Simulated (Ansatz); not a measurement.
Write a Python script for the Python package of Ansatz (0.2.0) that makes a rigid scan of one bond length of CH3FSe, SMILES FC[SeH]. Settings (for the species named): B3LYP, def2-SVP basis, multiplicity 1.

`ch3fse.xyz`
```text
6

F     0.52330   -0.02460   -1.38610
C    -0.05060   -0.49050   -0.22460
Se   -0.92290    0.94520    0.77190
H     0.84250   -0.92630    0.37630
H    -0.79940   -1.27250   -0.47900
H     0.44910    1.70470    0.89530
```

`scan.py`:
```python
import logging
import sys

import ansatz as az
import numpy as np

logging.basicConfig(stream=sys.stdout, format='%(name)s: %(message)s')
logger = logging.getLogger('ansatz_job')
logger.setLevel(logging.INFO)

ch3fse = az.Crystal.molecule_from_extxyz('ch3fse.xyz')

symbols = [site.symbol for site in ch3fse.cartesian_sites]
start = np.array([site.position_ang for site in ch3fse.cartesian_sites])
axis = (start[3] - start[1]) / np.linalg.norm(start[3] - start[1])
moving = [3]
lengths, energies = [1.022, 1.068, 1.115, 1.161, 1.208, 1.254, 1.301, 1.37], []
for length in lengths:
    xyz = start.copy()
    xyz[moving] += (length - np.linalg.norm(start[3] - start[1])) * axis
    point = az.Crystal.molecule()
    for symbol, place in zip(symbols, xyz):
        point = point.atom(symbol, place.tolist())
    base = point.calculation()
    base = base.basis(gaussian='def2-SVP').functional('b3lyp')
    data = base.run(threads=1).report
    energies.append(data['free_energy_ev'])
    logger.info(f'r = {length:6.3f} A  E = {energies[-1]:.5f} eV  <S^2> = {abs(data["mean_field"]["state"]["spin_squared"]):.3f}')

fit = np.polynomial.Polynomial.fit(lengths, np.array(energies) - min(energies), 4).convert()
roots = [r.real for r in fit.deriv().roots() if abs(r.imag) < 1e-9 and fit.deriv(2)(r.real) > 0]
r_e = min(roots, key=lambda r: abs(r - lengths[int(np.argmin(energies))]))
logger.info(f'minimum of the fit at {r_e:.4f} A, force constant {fit.deriv(2)(r_e):.2f} eV/A^2')
```

```console
$ python scan.py
ansatz_job: r =  1.022 A  E = -69141.74566 eV  <S^2> = 0.000
ansatz_job: r =  1.068 A  E = -69141.84559 eV  <S^2> = 0.000
ansatz_job: r =  1.115 A  E = -69141.86059 eV  <S^2> = 0.000
ansatz_job: r =  1.161 A  E = -69141.81038 eV  <S^2> = 0.000
ansatz_job: r =  1.208 A  E = -69141.70922 eV  <S^2> = 0.000
ansatz_job: r =  1.254 A  E = -69141.57400 eV  <S^2> = 0.000
ansatz_job: r =  1.301 A  E = -69141.40897 eV  <S^2> = 0.000
ansatz_job: r =  1.370 A  E = -69141.13384 eV  <S^2> = 0.000
ansatz_job: minimum of the fit at 1.1007 A, force constant 32.98 eV/A^2
```

Notes:
- Total energies depend on the basis set; only differences at equal settings carry meaning.
- The rest of the molecule is held rigid at a force-field or estimated start geometry, and the basis set is modest; single-reference methods fail as a bond breaks.
- b3lyp holds the VWN-RPA fit, as in Gaussian; the form of ORCA and Turbomole is b3lyp5.
- The orbitals are restricted, so S² is zero by construction.
- Run time: 15 s on 1 thread of Arm Neoverse V1 (shared host), peak memory 0.21 GiB.
